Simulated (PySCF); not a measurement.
# C7H10O: circular dichroism and optical rotation, excited states, first hyperpolarisability

Aim: compute the circular dichroism and optical rotation, excited states, first hyperpolarisability of C7H10O (`CC(C)=C=C(C)C=O`).

Computed with PySCF 2.14.0 and routines of our own; the level stands in each step. Atoms count from 0.

## (1) The system as given

18 atoms, charge 0, multiplicity 1; geometry from: GFN2-xTB.

## (2) Geometry optimisation at PBE0-D3(BJ)/def2-SVP

The job: settings as JSON, then the geometry in Å.

```
{"job": {"xc": "PBE0", "basis": "def2-SVP", "d3": "d3bj", "grid": 2, "kind": "geom"}, "charge": 0, "multiplicity": 1}
C     -1.415447     1.541863    -1.116773
C     -1.108399     0.351523    -0.250608
C     -2.299164    -0.414553     0.255884
C      0.107817     0.004016     0.039141
C      1.337497    -0.345663     0.337221
C      2.153876    -1.296478    -0.492153
C      1.982512     0.201786     1.535087
O      3.106360    -0.053585     1.889917
H     -2.032868     2.250676    -0.566283
H     -1.971419     1.223177    -1.997860
H     -0.503813     2.039755    -1.435164
H     -2.939977     0.242901     0.842067
H     -2.880286    -0.791052    -0.585094
H     -1.990503    -1.252093     0.875079
H      3.060151    -0.796435    -0.829792
H      1.590974    -1.648717    -1.351776
H      2.454567    -2.145313     0.119765
H      1.339363     0.894508     2.113021
```

Started as:

```sh
> OMP_NUM_THREADS=1 python excited_run.py task.json out
```

The driver reads the jobs from task.json and runs them one after another.

The program printed:

```text
step   0  E = -347.28144826  max force = 0.017644
step   1  E = -347.28331151  max force = 0.002217
step   2  E = -347.28326611  max force = 0.002930
step   3  E = -347.28334507  max force = 0.000443
step   4  E = -347.28334942  max force = 0.000322
optimisation converged
```

Run time: 58 s. Hardware: 1 thread of Arm Neoverse V1, shared host; peak memory 0.85 GiB.

The steps of the relaxation: (the energy doesn't fall at every step)

```tsv
step	energy from step 0 (eV)	largest force component (eV/Å)
0	0.0000	0.9073
1	-0.0507	0.1140
2	-0.0495	0.1507
3	-0.0516	0.0228
4	-0.0517	0.0166
```

Distances of close pairs at the start and the end, largest changes first:

```tsv
bond	before (Å)	after (Å)	change (Å)
C4–C6	1.467	1.481	+0.015
C1–C3	1.298	1.312	+0.014
C2–H12	1.089	1.103	+0.013
C2–H11	1.089	1.103	+0.013
C0–H9	1.089	1.103	+0.013
C0–H8	1.089	1.103	+0.013
C5–H16	1.089	1.101	+0.012
C5–H14	1.089	1.101	+0.012
```

The next job starts from the end point, and lists it.

```tsv
at the end point	value
point group (found at 0.08 Å tolerance)	Cs
rotational constants (GHz, main isotopes)	3.799, 0.975, 0.943
dipole moment (D)	3.96
```

## (3) Circular dichroism and optical rotation: TDDFT CAM-B3LYP/aug-cc-pVDZ

The job: settings as JSON, then the geometry in Å.

```
{"job": {"kind": "ecd", "xc": "CAM-B3LYP", "basis": "aug-cc-pVDZ", "nstates": 12}, "charge": 0, "multiplicity": 1}
C     -1.687994     1.315772    -1.230642
C     -1.396661     0.111850    -0.375677
C     -2.577068    -0.656802     0.154496
C     -0.165979    -0.256705    -0.110788
C      1.074132    -0.608213     0.183628
C      1.920412    -1.552936    -0.618793
C      1.682671    -0.025595     1.402216
O      2.805231    -0.273040     1.768140
H     -2.303319     2.040601    -0.672465
H     -2.265648     1.019760    -2.122087
H     -0.769885     1.818429    -1.561259
H     -3.222110     0.002627     0.758344
H     -3.191496    -1.035196    -0.679329
H     -2.269426    -1.508282     0.775162
H      2.842727    -1.049302    -0.946820
H      1.381979    -1.929354    -1.497565
H      2.234354    -2.403290     0.005911
H      1.017051     0.672017     1.970233
```

Method: TDDFT CAM-B3LYP/aug-cc-pVDZ circular dichroism and optical rotation, one conformer, gas phase.

The program printed:

```text
coarse grid: 14888 points
cycle   1  E = -347.6210972134  dE =  1.217e+00  |g| = 7.908e-01  |ddm| = 2.581e+01
cycle   2  E = -347.3720340132  dE =  2.491e-01  |g| = 1.419e+00  |ddm| = 4.880e+00
cycle   3  E = -347.7570310509  dE = -3.850e-01  |g| = 8.503e-02  |ddm| = 3.146e+00
cycle   4  E = -347.7585175996  dE = -1.487e-03  |g| = 5.515e-02  |ddm| = 5.826e-01
cycle   5  E = -347.7592807670  dE = -7.632e-04  |g| = 1.398e-02  |ddm| = 2.637e-01
cycle   6  E = -347.7593311270  dE = -5.036e-05  |g| = 5.275e-03  |ddm| = 5.975e-02
cycle   7  E = -347.7593400994  dE = -8.972e-06  |g| = 1.329e-03  |ddm| = 2.905e-02
final grid: 143384 points
cycle   8  E = -347.7823201079  dE = -1.915e-05  |g| = 3.960e-03  |ddm| = 4.747e-01
cycle   9  E = -347.7823203926  dE = -2.847e-07  |g| = 4.160e-03  |ddm| = 4.885e-02
cycle  10  E = -347.7823242395  dE = -3.847e-06  |g| = 9.373e-04  |ddm| = 1.325e-02
cycle  11  E = -347.7823244041  dE = -1.646e-07  |g| = 1.772e-04  |ddm| = 2.013e-03
cycle  12  E = -347.7823244126  dE = -8.517e-09  |g| = 7.935e-05  |ddm| = 1.541e-03
cycle  13  E = -347.7823244146  dE = -1.948e-09  |g| = 2.712e-05  |ddm| = 4.321e-04
cycle  14  E = -347.7823244148  dE = -2.494e-10  |g| = 9.998e-06  |ddm| = 1.479e-04
converged SCF energy = -347.7823244148

Singlet excitations and rotatory strengths (1e-40 esu^2 cm^2)
state   eV       nm     f(len)   f(vel)    R(len)    R(vel)   main configurations
  1   3.9900   310.7  0.00049  0.00049    -0.042    -0.041   H->L 0.77, H-2->L 0.15
  2   5.0314   246.4  0.00003  0.00002     0.129     0.127   H-2->L 0.74, H->L 0.17
  3   5.8739   211.1  0.43545  0.42382    -0.220    -0.218   H-1->L 0.91
  4   6.2448   198.5  0.00259  0.00253    19.903    19.781   H-1->L+10 0.38, H-1->L+2 0.27, H-1->L+8 0.13
  5   6.2451   198.5  0.01829  0.01788   -19.574   -19.458   H->L+1 0.67
  6   6.6977   185.1  0.01269  0.01251    -0.075    -0.077   H-1->L+1 0.71, H-1->L+4 0.13
  7   6.7148   184.6  0.26649  0.25776    -0.167    -0.161   H->L+2 0.68, H->L+4 0.10, H->L+10 0.09
  8   6.8028   182.3  0.02818  0.02745    -0.051    -0.052   H->L+4 0.41, H-2->L+1 0.25
  9   6.9402   178.6  0.00110  0.00110    -0.034    -0.032   H->L+3 0.73, H->L+14 0.12
 10   7.3082   169.7  0.11240  0.10829    -0.060    -0.059   H-1->L+3 0.24, H->L+8 0.10, H->L+6 0.09
 11   7.3595   168.5  0.03728  0.03654    -0.040    -0.039   H-2->L+2 0.18, H-1->L+3 0.17, H->L+8 0.15
 12   7.4266   166.9  0.01416  0.01389    -0.034    -0.032   H-2->L+2 0.18, H->L+8 0.18, H-2->L+1 0.13

Specific rotation (deg / (dm g/mL))
    nm     length   length(OI)   velocity    alpha(len)  alpha(vel)
  633.0      -0.43      -0.43      -0.45      101.737     99.872
  589.3      -0.53      -0.53      -0.55      102.363    100.484
  546.0      -0.67      -0.67      -0.69      103.159    101.263
  436.0      -1.60      -1.60      -1.64      106.626    104.652
  405.0      -2.38      -2.38      -2.43      108.306    106.293
  365.0      -5.14      -5.14      -5.21      111.412    109.327
  355.0      -6.81      -6.81      -6.88      112.438    110.330
```

It took 2.4 min on 1 thread of Arm Neoverse V1, shared host; peak memory 1.2 GiB.

## (4) Excited states: TDA CAM-B3LYP/def2-TZVP

The job, as its differences from that of step 3:

```diff
@@ -1,2 +1,2 @@
-{"job": {"kind": "ecd", "xc": "CAM-B3LYP", "basis": "aug-cc-pVDZ", "nstates": 12}, "charge": 0, "multiplicity": 1}
+{"job": {"kind": "states", "xc": "CAM-B3LYP", "basis": "def2-TZVP", "tda": true, "soc": true, "nstates": 6, "ntriplets": 5, "nquad": 4}, "charge": 0, "multiplicity": 1}
 C     -1.687994     1.315772    -1.230642
```

Level: TDA CAM-B3LYP/def2-TZVP excited states, vertical, gas phase, spin-orbit mean-field couplings.

The program printed:

```text
coarse grid: 14888 points
cycle   1  E = -347.7429856992  dE =  1.166e+00  |g| = 8.405e-01  |ddm| = 3.332e+00
cycle   2  E = -347.4798077845  dE =  2.632e-01  |g| = 1.492e+00  |ddm| = 3.274e+00
cycle   3  E = -347.8858376797  dE = -4.060e-01  |g| = 9.776e-02  |ddm| = 2.474e+00
cycle   4  E = -347.8876872317  dE = -1.850e-03  |g| = 6.101e-02  |ddm| = 2.133e-01
cycle   5  E = -347.8885670649  dE = -8.798e-04  |g| = 1.568e-02  |ddm| = 9.295e-02
cycle   6  E = -347.8886259427  dE = -5.888e-05  |g| = 5.759e-03  |ddm| = 1.846e-02
cycle   7  E = -347.8886361352  dE = -1.019e-05  |g| = 1.479e-03  |ddm| = 1.191e-02
cycle   8  E = -347.8886370676  dE = -9.324e-07  |g| = 5.737e-04  |ddm| = 6.202e-03
final grid: 143384 points
cycle   9  E = -347.8813839161  dE = -4.697e-05  |g| = 4.309e-03  |ddm| = 9.275e-02
cycle  10  E = -347.8813842482  dE = -3.320e-07  |g| = 4.326e-03  |ddm| = 8.590e-03
cycle  11  E = -347.8813879858  dE = -3.738e-06  |g| = 1.173e-03  |ddm| = 5.227e-03
cycle  12  E = -347.8813882063  dE = -2.204e-07  |g| = 2.555e-04  |ddm| = 1.147e-03
cycle  13  E = -347.8813882186  dE = -1.237e-08  |g| = 6.881e-05  |ddm| = 4.882e-04
cycle  14  E = -347.8813882198  dE = -1.141e-09  |g| = 2.323e-05  |ddm| = 1.048e-04
cycle  15  E = -347.8813882199  dE = -1.439e-10  |g| = 7.632e-06  |ddm| = 5.333e-05
converged SCF energy = -347.8813882199

Singlet excitations
state   eV       nm        f     d(h-e)  d(exc)  Lambda  PR(NTO)  |dmu|/D   mu/D   main configurations
  1   4.0473   306.3   0.00033   0.591   2.514   0.541   1.033    1.551    2.679   H->L 0.79, H-2->L 0.15
  2   5.0760   244.3   0.00001   1.185   2.874   0.540   1.114    3.407    7.608   H-2->L 0.75, H->L 0.17
  3   6.2026   199.9   0.53322   0.785   2.917   0.716   1.263    2.084    5.819   H-1->L 0.86
  4   6.3100   196.5   0.00016   1.305   2.912   0.487   1.020    3.710    1.059   H-1->L+1 0.93
  5   7.2365   171.3   0.50361   1.451   3.561   0.618   1.322                     H->L+1 0.79
  6   7.3119   169.6   0.13592   1.473   3.617   0.404   1.139                     H->L+2 0.73, H-2->L+2 0.11, H->L+1 0.10

Triplet excitations (Tamm-Dancoff)
state   eV     d(h-e)  d(exc)  Lambda  PR(NTO)   main configurations
  1   3.5194   0.675   2.414   0.539   1.028   H->L 0.71, H-2->L 0.20
  2   3.8151   0.306   2.510   0.724   1.063   H-1->L 0.91
  3   4.6221   0.021   2.313   0.638   1.039   H->L+1 0.56, H-2->L+1 0.31
  4   4.6680   1.254   2.850   0.538   1.108   H-2->L 0.67, H->L 0.23
  5   5.9931   1.289   2.875   0.486   1.020   H-1->L+1 0.92
S1 - T1 = 0.5279 eV

Spin-orbit couplings |<S|Hso|T>| (cm-1)
             T1       T2       T3       T4       T5
S0       51.063    0.072    0.789   27.659   15.600
S1        0.116   18.200    4.495    4.787    1.116
S2        4.586    6.563    3.312    0.459    0.255
S3       16.065    0.031    0.308    4.392    4.009
S4        0.400    3.757    4.849    0.044    0.033
S5        4.900    0.225    2.293    2.300    8.682
S6        6.070    0.036    0.242    1.883    4.586
T1 sublevels (cm-1): 0.000 0.001 0.228   radiative rates (1/s): 6.26 0.000688 1.16e+03
```

It took 88 s on 1 thread of Arm Neoverse V1, shared host; peak memory 1.3 GiB.

From this job:

```tsv
quantity	value
S1 less T1	0.53 eV
```

## (5) Excited states: TDDFT CAM-B3LYP/aug-cc-pVDZ

The job, as its differences from that of step 4:

```diff
@@ -1,2 +1,2 @@
-{"job": {"kind": "states", "xc": "CAM-B3LYP", "basis": "def2-TZVP", "tda": true, "soc": true, "nstates": 6, "ntriplets": 5, "nquad": 4}, "charge": 0, "multiplicity": 1}
+{"job": {"kind": "states", "xc": "CAM-B3LYP", "basis": "aug-cc-pVDZ", "tpa": true, "nstates": 8, "nquad": 6, "ntriplets": 0}, "charge": 0, "multiplicity": 1}
 C     -1.687994     1.315772    -1.230642
```

Level: TDDFT CAM-B3LYP/aug-cc-pVDZ excited states, vertical, gas phase, two-photon moments by quadratic response.

The program printed:

```text
coarse grid: 14888 points
cycle   1  E = -347.6210972134  dE =  1.217e+00  |g| = 7.908e-01  |ddm| = 2.581e+01
cycle   2  E = -347.3720340132  dE =  2.491e-01  |g| = 1.419e+00  |ddm| = 4.880e+00
cycle   3  E = -347.7570310509  dE = -3.850e-01  |g| = 8.503e-02  |ddm| = 3.146e+00
cycle   4  E = -347.7585175996  dE = -1.487e-03  |g| = 5.515e-02  |ddm| = 5.826e-01
cycle   5  E = -347.7592807670  dE = -7.632e-04  |g| = 1.398e-02  |ddm| = 2.637e-01
cycle   6  E = -347.7593311270  dE = -5.036e-05  |g| = 5.275e-03  |ddm| = 5.975e-02
cycle   7  E = -347.7593400994  dE = -8.972e-06  |g| = 1.329e-03  |ddm| = 2.905e-02
final grid: 143384 points
cycle   8  E = -347.7823201079  dE = -1.915e-05  |g| = 3.960e-03  |ddm| = 4.747e-01
cycle   9  E = -347.7823203926  dE = -2.847e-07  |g| = 4.160e-03  |ddm| = 4.885e-02
cycle  10  E = -347.7823242395  dE = -3.847e-06  |g| = 9.373e-04  |ddm| = 1.325e-02
cycle  11  E = -347.7823244041  dE = -1.646e-07  |g| = 1.772e-04  |ddm| = 2.013e-03
cycle  12  E = -347.7823244126  dE = -8.517e-09  |g| = 7.935e-05  |ddm| = 1.541e-03
cycle  13  E = -347.7823244146  dE = -1.948e-09  |g| = 2.712e-05  |ddm| = 4.321e-04
cycle  14  E = -347.7823244148  dE = -2.494e-10  |g| = 9.998e-06  |ddm| = 1.479e-04
converged SCF energy = -347.7823244148

Singlet excitations
state   eV       nm        f     d(h-e)  d(exc)  Lambda  PR(NTO)  |dmu|/D   mu/D   delta(TPA)   sigma/GM   main configurations
  1   3.9900   310.7   0.00049   0.586   2.542   0.518   1.035    1.574    2.730        0.02      0.000   H->L 0.77, H-2->L 0.15
  2   5.0315   246.4   0.00003   1.198   2.909   0.521   1.115    3.455    7.737        0.45      0.004   H-2->L 0.74, H->L 0.17
  3   5.8742   211.1   0.43551   0.743   2.955   0.671   1.299    2.138    6.014      119.97      1.517   H-1->L 0.91
  4   6.2449   198.5   0.00236   1.215   3.300   0.308   1.253    3.600    0.736        3.50      0.050   H-1->L+10 0.39, H-1->L+2 0.28, H-1->L+8 0.14
  5   6.2452   198.5   0.01852   1.032   4.228   0.241   1.332    4.119    0.990       13.74      0.196   H->L+1 0.67
  6   6.6977   185.1   0.01269   1.161   4.338   0.203   1.018    3.433    1.548       36.98      0.608   H-1->L+1 0.71, H-1->L+4 0.13
  7   6.7150   184.6   0.26639   1.065   4.313   0.320   1.144                                            H->L+2 0.68, H->L+4 0.10, H->L+10 0.09
  8   6.8029   182.3   0.02824   0.668   4.165   0.245   1.672                                            H->L+4 0.41, H-2->L+1 0.25
```

Wall time 95 s (1 thread of Arm Neoverse V1, shared host); peak memory 1.2 GiB.

## (6) First hyperpolarisability: quadratic response CAM-B3LYP/aug-cc-pVDZ

The job, as its differences from that of step 5:

```diff
@@ -1,2 +1,2 @@
-{"job": {"kind": "states", "xc": "CAM-B3LYP", "basis": "aug-cc-pVDZ", "tpa": true, "nstates": 8, "nquad": 6, "ntriplets": 0}, "charge": 0, "multiplicity": 1}
+{"job": {"kind": "beta", "xc": "CAM-B3LYP", "basis": "aug-cc-pVDZ"}, "charge": 0, "multiplicity": 1}
 C     -1.687994     1.315772    -1.230642
```

Level: quadratic response CAM-B3LYP/aug-cc-pVDZ first hyperpolarisability, Taylor convention, gas phase.

The program printed:

```text
coarse grid: 14888 points
cycle   1  E = -347.6210972134  dE =  1.217e+00  |g| = 7.908e-01  |ddm| = 2.581e+01
cycle   2  E = -347.3720340132  dE =  2.491e-01  |g| = 1.419e+00  |ddm| = 4.880e+00
cycle   3  E = -347.7570310509  dE = -3.850e-01  |g| = 8.503e-02  |ddm| = 3.146e+00
cycle   4  E = -347.7585175996  dE = -1.487e-03  |g| = 5.515e-02  |ddm| = 5.826e-01
cycle   5  E = -347.7592807670  dE = -7.632e-04  |g| = 1.398e-02  |ddm| = 2.637e-01
cycle   6  E = -347.7593311270  dE = -5.036e-05  |g| = 5.275e-03  |ddm| = 5.975e-02
cycle   7  E = -347.7593400994  dE = -8.972e-06  |g| = 1.329e-03  |ddm| = 2.905e-02
final grid: 143384 points
cycle   8  E = -347.7823201079  dE = -1.915e-05  |g| = 3.960e-03  |ddm| = 4.747e-01
cycle   9  E = -347.7823203926  dE = -2.847e-07  |g| = 4.160e-03  |ddm| = 4.885e-02
cycle  10  E = -347.7823242395  dE = -3.847e-06  |g| = 9.373e-04  |ddm| = 1.325e-02
cycle  11  E = -347.7823244041  dE = -1.646e-07  |g| = 1.772e-04  |ddm| = 2.013e-03
cycle  12  E = -347.7823244126  dE = -8.517e-09  |g| = 7.935e-05  |ddm| = 1.541e-03
cycle  13  E = -347.7823244146  dE = -1.948e-09  |g| = 2.712e-05  |ddm| = 4.321e-04
cycle  14  E = -347.7823244148  dE = -2.494e-10  |g| = 9.998e-06  |ddm| = 1.479e-04
converged SCF energy = -347.7823244148

Lowest singlets (eV, f): 3.9900 0.0005  5.0315 0.0000  5.8742 0.4355

First hyperpolarisability (au)
process     nm      |vector|   parallel      HRS      DR
static         -      134.71     -17.37       61.8   3.763
shg       1907.0      141.77     -14.07      65.51   3.771
eope      1907.0      136.96     -16.34          -       -
shg       1064.0      161.51      -4.21      75.82   3.782
eope      1064.0      142.31     -13.82          -       -
```

Wall time 70 s (1 thread of Arm Neoverse V1, shared host); peak memory 1.2 GiB.

## (7) Outcome

| quantity | value |
| --- | --- |
| point group | Cs |
| rotational constants (main isotopes) | 3.80, 0.97, 0.94 GHz |
| state of largest rotatory strength (velocity form) among 12 (step 3, TDDFT CAM-B3LYP/aug-cc-pVDZ) | 6.24 eV, R = +19.8 (velocity), +19.9 (length) ·10⁻⁴⁰ esu² cm² |
| specific rotation at 633.0 nm (step 3, TDDFT CAM-B3LYP/aug-cc-pVDZ) | -0.5 (velocity), -0.4 (length) |
| S1 less T1 (step 4, TDA CAM-B3LYP/def2-TZVP) | 0.53 eV |
| β vector (step 6, quadratic response CAM-B3LYP/aug-cc-pVDZ) | static 135, SHG 1907.0 nm 142, SHG 1064.0 nm 162 au |

Over 4 steps the energy fell by 0.052 eV; of the close pairs, C4–C6 changed most, 1.467 to 1.481 Å. The geometry is achiral, so these rotations and rotatory strengths are numerical residue. In step 4, the number of triplets below S1 is 2, and the largest singlet-triplet spin-orbit coupling is S0–T1, 51.06 cm⁻¹. In step 5 some excited states are degenerate or nearly so. β grows from 135 au (static) to 162 au for doubling at 1064.0 nm: normal dispersion, which grows as twice the photon energy moves toward the bright states.
